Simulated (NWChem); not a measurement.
# A workflow on the pair BH2ClO···SiNH2Cl

We compute a single-point energy (singlet BSiNH4Cl2O, M06-2X/cc-pVDZ), then the energy (singlet BH2ClO, M06-2X/cc-pVDZ), then the energy (singlet SiNH2Cl, M06-2X/cc-pVDZ), then the energy (singlet BH2ClO, M06-2X/cc-pVDZ), then a single-point energy (singlet SiNH2Cl, M06-2X/cc-pVDZ) of BCl2H4NOSi and its partners. 

Program for the calculation: NWChem 7.3.0.

### Step 1. The system as given

BSiNH4Cl2O: 10 atoms, total charge 0, spin state singlet. The two molecules were placed rigidly side by side, at 0.9 times their contact distance; the pair isn't optimised.

Bond lengths: O1–B2 1.340 Å, B2–Cl3 1.766 Å, N6–Si7 1.701 Å, Si7–Cl8 2.104 Å, O1–H4 0.963 Å, B2–H5 1.189 Å, N6–H9 1.009 Å, N6–H10 1.010 Å. Angles: O1–B2–Cl3 121.0°, N6–Si7–Cl8 98.2°, O1–B2–H5 119.8°, Cl3–B2–H5 119.2°, B2–O1–H4 113.9°, Si7–N6–H9 121.0°, Si7–N6–H10 126.0°, H9–N6–H10 113.0°.

### Step 2. A single-point energy at M06-2X/cc-pVDZ (run 1)

nw.nw

```
start nw
title "BCl2H4NOSi energy"
memory stack 880 mb heap 220 mb global 1100 mb

geometry units angstroms noautosym nocenter noautoz
 O     -0.873280    -0.603860     0.005380
 B      0.369020    -0.122460     0.146180
 Cl     0.778620     1.510740    -0.387020
 H     -1.487680     0.015940    -0.401420
 H      1.213320    -0.800360     0.636880
 N      0.459640     0.508080     5.668110
 Si    -0.227300     1.612890     4.572920
 Cl     1.147390     1.369190     2.998400
 H      0.048900     0.352220     6.576480
 H      1.286150    -0.049240     5.508080
end

basis spherical bse
 * library cc-pVDZ
end

dft
 xc m06-2x
 grid fine
 convergence energy 1e-08
 maxiter 100
 mulliken
 print low
end

task dft energy
```

Run with:

```bash
$ nwchem nw.nw > nw.out
```

The program printed:

```text
[...]
 d= 0,ls=0.0,diis     1  -1367.0713065084 -1.74D+03  8.41D-03  7.02D-01     9.5
[...]
 d= 0,ls=0.0,diis    10  -1367.1653482290 -2.30D-09  5.42D-07  2.93D-09    73.9
         Total DFT energy =    -1367.165348228980
      One electron energy =    -2622.326913572631
           Coulomb energy =      984.508479290467
    Exchange-Corr. energy =      -98.493732441140
 Nuclear repulsion energy =      369.146818494325
[...]
      Total Density - Mulliken Population Analysis
     ---------------------------------------------
    Atom       Charge   Shell Charges
 -----------   ------   -------------------------------------------------------
    1 O    8     8.08   2.00  0.84  0.77  2.88  1.58  0.01
    2 B    5     4.94   2.01  0.61  0.26  1.50  0.35  0.22
    3 Cl  17    17.14   2.00  2.02  0.95  0.91  6.00  3.09  2.14  0.02
    4 H    1     0.83   0.68  0.07  0.08
    5 H    1     1.02   0.76  0.25  0.01
    6 N    7     7.27   2.01  0.74  0.63  2.43  1.45  0.01
    7 Si  14    13.69   2.00  2.02  0.97  0.78  6.01  1.07  0.56  0.28
    8 Cl  17    17.28   2.00  2.02  0.95  0.95  6.00  3.07  2.26  0.02
    9 H    1     0.87   0.71  0.11  0.06
   10 H    1     0.88   0.70  0.12  0.06
[...]
```

It took 75 s on 1 thread of Intel Xeon Platinum 8488C (Sapphire Rapids), shared host; peak memory 0.12 GiB.

### Step 3. BH2ClO: the energy at M06-2X/cc-pVDZ (run 2)

m1.nw

```
start m1
title "BClH2O"
memory 2200 mb
charge 0

geometry units angstrom noautosym nocenter noautoz
  O       -0.873280      -0.603860       0.005380
  B        0.369020      -0.122460       0.146180
  Cl       0.778620       1.510740      -0.387020
  H       -1.487680       0.015940      -0.401420
  H        1.213320      -0.800360       0.636880
end

basis spherical bse
  O library cc-pVDZ
  B library cc-pVDZ
  Cl library cc-pVDZ
  H library cc-pVDZ
end

dft
  xc m06-2x
  grid fine
  convergence energy 1e-08
  maxiter 100
  mulliken
  print low
end

task dft energy
```

Run with:

```bash
$ nwchem m1.nw > m1.out
```

The program printed:

```text
[...]
 d= 0,ls=0.0,diis     1   -561.4642419950 -6.46D+02  1.26D-02  4.30D-01     1.7
[...]
 d= 0,ls=0.0,diis     8   -561.5206438002 -9.46D-09  1.67D-06  1.90D-08     9.7
         Total DFT energy =     -561.520643800161
      One electron energy =     -941.686753625195
           Coulomb energy =      337.111475518940
    Exchange-Corr. energy =      -41.667041927441
 Nuclear repulsion energy =       84.721676233534
[...]
      Total Density - Mulliken Population Analysis
     ---------------------------------------------
    Atom       Charge   Shell Charges
 -----------   ------   -------------------------------------------------------
    1 O    8     8.08   2.00  0.84  0.77  2.88  1.58  0.01
    2 B    5     4.92   2.01  0.61  0.25  1.50  0.33  0.22
    3 Cl  17    17.14   2.00  2.02  0.95  0.91  6.00  3.09  2.14  0.02
    4 H    1     0.82   0.68  0.07  0.08
    5 H    1     1.03   0.76  0.25  0.01
[...]
```

It took 11 s on 1 thread of Intel Xeon Platinum 8488C (Sapphire Rapids), shared host; peak memory 0.11 GiB.

### Step 4. SiNH2Cl: a single-point energy at M06-2X/cc-pVDZ (run 3)

clh2nsi.nw

```
start clh2nsi
memory stack 880 mb heap 220 mb global 1100 mb
charge 0
geometry units bohr noautosym nocenter noautoz
  N      0.86859372     0.96013205    10.71117554
  Si    -0.42953475     3.04792037     8.64156639
  Cl     2.16825286     2.58739411     5.66615481
  H      0.09240761     0.66559934    12.42774606
  H      2.43047126    -0.09305011    10.40876267
end
basis "ao basis" spherical bse
  N library cc-pVDZ
  Si library cc-pVDZ
  Cl library cc-pVDZ
  H library cc-pVDZ
end
dft
  xc m06-2x
  grid fine
  convergence energy 1e-08
  maxiter 100
  mulliken
  print low
end
task dft energy
```

Run with:

```bash
$ nwchem clh2nsi.nw > clh2nsi.out
```

The program printed:

```text
[...]
 d= 0,ls=0.0,diis     1   -805.6045882841 -9.37D+02  1.13D-02  2.80D-01     3.0
[...]
 d= 0,ls=0.0,diis     8   -805.6434392218 -9.97D-09  1.86D-06  1.63D-08    16.6
         Total DFT energy =     -805.643439221757
      One electron energy =    -1374.261287234196
           Coulomb energy =      494.048346139754
    Exchange-Corr. energy =      -56.820622358805
 Nuclear repulsion energy =      131.390124231490
[...]
      Total Density - Mulliken Population Analysis
     ---------------------------------------------
    Atom       Charge   Shell Charges
 -----------   ------   -------------------------------------------------------
    1 N    7     7.27   2.01  0.74  0.63  2.43  1.45  0.01
    2 Si  14    13.69   2.00  2.02  0.97  0.78  6.01  1.07  0.56  0.28
    3 Cl  17    17.29   2.00  2.02  0.95  0.95  6.00  3.07  2.27  0.02
    4 H    1     0.87   0.71  0.11  0.06
    5 H    1     0.88   0.70  0.12  0.06
[...]
```

It took 17 s on 1 thread of Intel Xeon Platinum 8488C (Sapphire Rapids), shared host; peak memory 0.11 GiB.

### Step 5. BH2ClO among ghost functions: the energy at M06-2X/cc-pVDZ (with ghost functions) (run 4)

bclh2o.nw

```
start bclh2o
title "BClH2O energy"
memory total 2200 mb
charge 0

geometry units atomic noautosym nocenter noautoz
 O  -1.65026003 -1.14113002  0.01016673
 B   0.69734673 -0.23141586  0.27624016
 Cl  1.47137856  2.85488485 -0.73136180
 H  -2.81130776  0.03012223 -0.75857386
 H   2.29284250 -1.51246120  1.20352877
 bqN      0.868594     0.960132    10.711176
 bqSi    -0.429535     3.047920     8.641566
 bqCl     2.168253     2.587394     5.666155
 bqH      0.092408     0.665599    12.427746
 bqH      2.430471    -0.093050    10.408763
end

basis spherical bse
 O library cc-pVDZ
 B library cc-pVDZ
 Cl library cc-pVDZ
 H library cc-pVDZ
 bqN library N cc-pVDZ
 bqSi library Si cc-pVDZ
 bqCl library Cl cc-pVDZ
 bqH library H cc-pVDZ
end

dft
 xc m06-2x
 grid fine
 convergence energy 1e-08
 iterations 100
 mulliken
 print low
end

task dft
```

Run with:

```bash
$ nwchem bclh2o.nw > bclh2o.out
```

The program printed:

```text
[...]
 d= 0,ls=0.0,diis     1   -561.4646086586 -6.46D+02  6.10D-03  4.30D-01     7.5
[...]
 d= 0,ls=0.0,diis     8   -561.5210172046 -9.75D-09  8.27D-07  1.97D-08    53.5
         Total DFT energy =     -561.521017204614
      One electron energy =     -941.673548413925
           Coulomb energy =      337.096626976218
    Exchange-Corr. energy =      -41.665765866778
 Nuclear repulsion energy =       84.721670099871
[...]
      Total Density - Mulliken Population Analysis
     ---------------------------------------------
    Atom       Charge   Shell Charges
 -----------   ------   -------------------------------------------------------
    1 O    8     8.08   2.00  0.84  0.77  2.88  1.57  0.01
    2 B    5     4.93   2.01  0.61  0.25  1.50  0.33  0.22
    3 Cl  17    17.14   2.00  2.02  0.95  0.91  6.00  3.09  2.14  0.02
    4 H    1     0.82   0.68  0.07  0.08
    5 H    1     1.02   0.76  0.25  0.01
    6 X    0    -0.00  -0.00 -0.00  0.00 -0.00 -0.00  0.00
    7 X    0     0.00  -0.00 -0.00 -0.00  0.00 -0.00 -0.00  0.00  0.00
    8 X    0     0.00  -0.00 -0.00 -0.00  0.00 -0.00 -0.00  0.00 -0.00
    9 X    0     0.00  -0.00  0.00 -0.00
   10 X    0     0.00   0.00  0.00 -0.00
[...]
```

Wall time 54 s (1 thread of Intel Xeon Platinum 8488C (Sapphire Rapids), shared host); peak memory 0.12 GiB.

### Step 6. SiNH2Cl among ghost functions: a single-point energy at M06-2X/cc-pVDZ (with ghost functions) (run 5)

mymol.nw

```
start mymol
title "ClH2NSi"
memory stack 880 mb heap 220 mb global 1100 mb

geometry units bohr noautosym nocenter noautoz
 N   0.86859372  0.96013205 10.71117554
 Si -0.42953475  3.04792037  8.64156639
 Cl  2.16825286  2.58739411  5.66615481
 H   0.09240761  0.66559934 12.42774606
 H   2.43047126 -0.09305011 10.40876267
 bqO     -1.650260    -1.141130     0.010167
 bqB      0.697347    -0.231416     0.276240
 bqCl     1.471379     2.854885    -0.731362
 bqH     -2.811308     0.030122    -0.758574
 bqH      2.292843    -1.512461     1.203529
end

basis "ao basis" spherical bse
 N library cc-pVDZ
 Si library cc-pVDZ
 Cl library cc-pVDZ
 H library cc-pVDZ
 bqO library O cc-pVDZ
 bqB library B cc-pVDZ
 bqCl library Cl cc-pVDZ
 bqH library H cc-pVDZ
end

dft
 xc m06-2x
 grid fine
 convergence energy 1e-08
 maxiter 100
 mulliken
 print low
end

task dft energy
```

Run with:

```bash
$ nwchem mymol.nw > mymol.out
```

The program printed:

```text
[...]
 d= 0,ls=0.0,diis     1   -805.6051986128 -9.37D+02  5.85D-03  2.80D-01     8.4
[...]
 d= 0,ls=0.0,diis     9   -805.6440574041 -2.90D-09  4.48D-07  6.80D-10    62.1
         Total DFT energy =     -805.644057404137
      One electron energy =    -1374.225271582729
           Coulomb energy =      494.009333371570
    Exchange-Corr. energy =      -56.818243424468
 Nuclear repulsion energy =      131.390124231490
[...]
      Total Density - Mulliken Population Analysis
     ---------------------------------------------
    Atom       Charge   Shell Charges
 -----------   ------   -------------------------------------------------------
    1 N    7     7.27   2.01  0.74  0.63  2.43  1.45  0.01
    2 Si  14    13.69   2.00  2.02  0.97  0.78  6.01  1.07  0.56  0.28
    3 Cl  17    17.28   2.00  2.02  0.95  0.95  6.00  3.08  2.26  0.02
    4 H    1     0.87   0.71  0.11  0.06
    5 H    1     0.88   0.70  0.12  0.06
    6 X    0    -0.00   0.00  0.00 -0.00 -0.00 -0.00 -0.00
    7 X    0     0.00  -0.00 -0.00  0.00 -0.00  0.00 -0.00
    8 X    0     0.00   0.00  0.00  0.00 -0.00  0.00  0.00  0.00  0.00
    9 X    0    -0.00  -0.00 -0.00 -0.00
   10 X    0     0.01  -0.00  0.01  0.00
[...]
```

It took 63 s on 1 thread of Intel Xeon Platinum 8488C (Sapphire Rapids), shared host; peak memory 0.12 GiB.

### Step 7. What came out

| quantity | value |
| --- | --- |
| run 1, M06-2X/cc-pVDZ: total energy | -1367.16535 Eh |
| BH2ClO: total energy | -561.52064 Eh |
| SiNH2Cl: total energy | -805.64344 Eh |
| BH2ClO among ghost functions: total energy | -561.52102 Eh |
| SiNH2Cl among ghost functions: total energy | -805.64406 Eh |
| interaction energy of the rigid parts BH2ClO and SiNH2Cl (parts in their own basis; closest atoms 3.21 Å apart) | -0.034 eV |
| interaction energy of the rigid parts BH2ClO and SiNH2Cl (parts in the whole basis, counterpoise; closest atoms 3.21 Å apart) | -0.007 eV |

What this shows: The interaction energy of the rigid parts BH2ClO and SiNH2Cl (parts in their own basis; closest atoms 3.21 Å apart) is −0.03 eV (−3.3 kJ/mol): the parts attract. Without counterpoise this holds the superposition error of the basis. The interaction energy of the rigid parts BH2ClO and SiNH2Cl (parts in the whole basis, counterpoise; closest atoms 3.21 Å apart) is −0.01 eV (−0.2 kcal/mol). The basis-set superposition error is 2.6 kJ/mol. Mulliken charges (run 1, M06-2X/cc-pVDZ) run from -0.28 on Cl8 to +0.31 on Si7; they depend strongly on the basis.
